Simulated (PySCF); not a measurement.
# InF: from the state search to spectroscopic constants

One job finds the state of InF, follows it along the bond with each method and fits the curves.

Computed with PySCF 2.14.0. Level: In def2-TZVPPD with ECP28, F def2-TZVPPD, scalar-relativistic core potentials.

**1. The job**

Settings of the job:

```json
{"atoms": "In, F", "charge": "0", "basis": "In def2-TZVPPD with ECP28, F def2-TZVPPD", "Hamiltonian": "scalar-relativistic core potentials", "basis functions": "96", "electrons treated": "30", "masses in u": "114.9039, 18.9984", "levels": "PBE0, PBE, r²SCAN, MN15, TPSS, M06-2X, revPBE, LDA, ωB97M-V, HF, MP2, SCS-MP2, CCSD, CCSD(T)", "grid": "80 radial by 434 angular points", "occupations": "held fixed by the projection of orbital angular momentum", "dissociation limit": "In + F, each in its ground configuration", "starting distance in angstrom": "2.005", "values of 2S to try": "0, 2"}
```

Run with:

```sh
> OMP_NUM_THREADS=2 python dia.py task.json out
```

Further steps of the session: First curve: PBE0; Excited determinants; PBE (GGA); r²SCAN (meta-GGA); MN15 (hybrid meta-GGA); TPSS (meta-GGA); M06-2X (hybrid meta-GGA); revPBE (GGA); LDA (local density); ωB97M-V (range-separated hybrid); RHF; Adding correlation.

Q: Predict the outcome of this session. Wanted: for each run, Re; ωe; De; μ.

The runs gave:

Lowest PBE0 solution found, without spin–orbit coupling: ¹Σ⁺ (singlet), closed shell. State 2 has its PBE0 minimum 3.72 eV higher. The other levels ran on the lowest alone.

| level | Re (Å) | ωe (cm⁻¹) | De (eV) | μ (D) |
| --- | --- | --- | --- | --- |
| RHF | 1.979 | 547 | 3.67 | -3.17 |
| RHF-MP2 | 1.998 | 525 | 5.84 | n/a |
| RHF-SCS-MP2 | 2.002 | 521 | 5.65 | n/a |
| RHF-CCSD | 1.991 | 534 | 5.35 | n/a |
| RHF-CCSD(T) | 1.996 | 529 | 5.51 | n/a |
| LDA | 1.985 | 530 | 6.61 | -3.16 |
| PBE | 2.026 | 493 | 5.81 | -3.37 |
| revPBE | 2.038 | 481 | 5.56 | -3.42 |
| TPSS | 2.015 | 505 | 5.67 | -3.24 |
| r²SCAN | 1.997 | 525 | 5.61 | -3.14 |
| PBE0 | 1.998 | 521 | 5.44 | -3.32 |
| MN15 | 1.996 | 525 | 5.58 | -3.34 |
| M06-2X | 2.005 | 523 | 5.45 | -3.58 |
| ωB97M-V | 1.998 | 525 | 5.57 | -3.30 |

De is counted to In + F in their ground configurations. A positive dipole means In(−)F(+).

Differences from CCSD(T) in the same basis:

| level | Re (mÅ) | ωe (%) |
| --- | --- | --- |
| RHF | -17 | +3.5 |
| RHF-MP2 | +2 | -0.7 |
| RHF-SCS-MP2 | +6 | -1.4 |
| RHF-CCSD | -5 | +1.1 |
| LDA | -11 | +0.3 |
| PBE | +30 | -6.7 |
| revPBE | +42 | -9.0 |
| TPSS | +19 | -4.4 |
| r²SCAN | +1 | -0.6 |
| PBE0 | +2 | -1.5 |
| MN15 | 0 | -0.6 |
| M06-2X | +10 | -1.0 |
| ωB97M-V | +2 | -0.7 |

In words: Judged by CCSD(T) in the same basis: best bond length MN15 (0 mÅ), worst revPBE (+42 mÅ); best wavenumber LDA (+0.3 %), worst revPBE (-9.0 %). Hartree–Fock makes the bond too short and too stiff against this reference, as it mostly does. PBE has the long and soft bond that GGAs tend to give. Among the levels with a De in the table, it runs from 3.67 eV (RHF) to 6.61 eV (LDA).

Correlated steps freeze 5 core orbitals. These are scalar-relativistic numbers at best; spin–orbit coupling would shift them, the dissociation energy most.
